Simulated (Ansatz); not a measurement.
Working through a rigid torsion scan of C₃H₇BN, SMILES C=[C]CBN

Program: the Ansatz DFT code, driven from Python.

The cells in order, each with its output:

```python
import ansatz as az
from ase import Atoms
```

```python
atoms = Atoms(["C", "C", "C", "B", "N", "H", "H", "H", "H", "H", "H", "H"], positions=[
    [-1.7638, -1.4426, -1.172],
    [-1.2029, -0.3502, -0.6521],
    [0.0234, -0.4267, 0.2008],
    [0.4333, 1.0361, 0.6659],
    [1.7839, 1.6169, 0.2715],
    [-2.6526, -1.3489, -1.7858],
    [-1.3437, -2.4273, -0.9901],
    [-0.1786, -1.0473, 1.0993],
    [0.8561, -0.8802, -0.3781],
    [-0.3212, 1.6773, 1.313],
    [2.5155, 1.0261, 0.7262],
    [1.8506, 2.5667, 0.7014],
])
```

```python
# start the scan from a relaxed geometry
first = az.Crystal.molecule_from_ase(atoms).calculation()
first = first.basis(gaussian="6-31G*").functional("b3lyp")
first = first.spin("collinear", total=1).relax(force_tolerance=0.02, max_steps=80)
atoms.positions = first.run(threads=1, backend="cpu").report["positions_ang"]
```

```python
start = atoms.get_dihedral(1, 2, 3, 4)
energies = {}
for turn in range(0, 360, 30):
    turned = atoms.copy()
    turned.set_dihedral(1, 2, 3, 4, start + turn, indices=[3, 4, 9, 10, 11])
    job = az.Crystal.molecule_from_ase(turned).calculation()
    job = job.basis(gaussian="6-31G*")
    job = job.functional("b3lyp")
    job = job.spin("collinear", total=1)
    energies[round((start + turn) % 360)] = job.run(threads=1, backend="cpu").report["free_energy_ev"]
floor = min(energies.values())
print("dihedral C1-C2-B3-N4 (deg)   E - E(min) (eV)")
for angle, e in sorted(energies.items()):
    print(f"{angle:8d} {(e - floor):14.3f}  " + "#" * int(30 * (e - floor) / max(max(energies.values()) - floor, 1e-9)))
```

    dihedral C1-C2-B3-N4 (deg)   E - E(min) (eV)
          27          0.038  #########
          57          0.086  #####################
          87          0.089  ######################
         117          0.078  ###################
         147          0.103  #########################
         177          0.122  ##############################
         207          0.090  ######################
         237          0.063  ###############
         267          0.087  #####################
         297          0.092  ######################
         327          0.027  ######
         357          0.000

The lowest point is at 357° and the highest at 177°, 0.122 eV (11.8 kJ/mol) above it, with the rest of the molecule held.

What to keep in mind:
- The scan is rigid and the energies are electronic, in a modest basis. With rigid groups the curve can differ much from the relaxed path, the start wasn't checked as a minimum of this torsion, and equivalent turns needn't return to the same energy.
- The run takes the species as open-shell (spin multiplicity 2), which needn't be its ground state.
- b3lyp holds the VWN-RPA fit, as in Gaussian; the form of ORCA and Turbomole is b3lyp5.
- Wall time of the script: 3.6 min on 1 thread of Arm Neoverse V1 (shared host), peak memory 0.31 GiB.
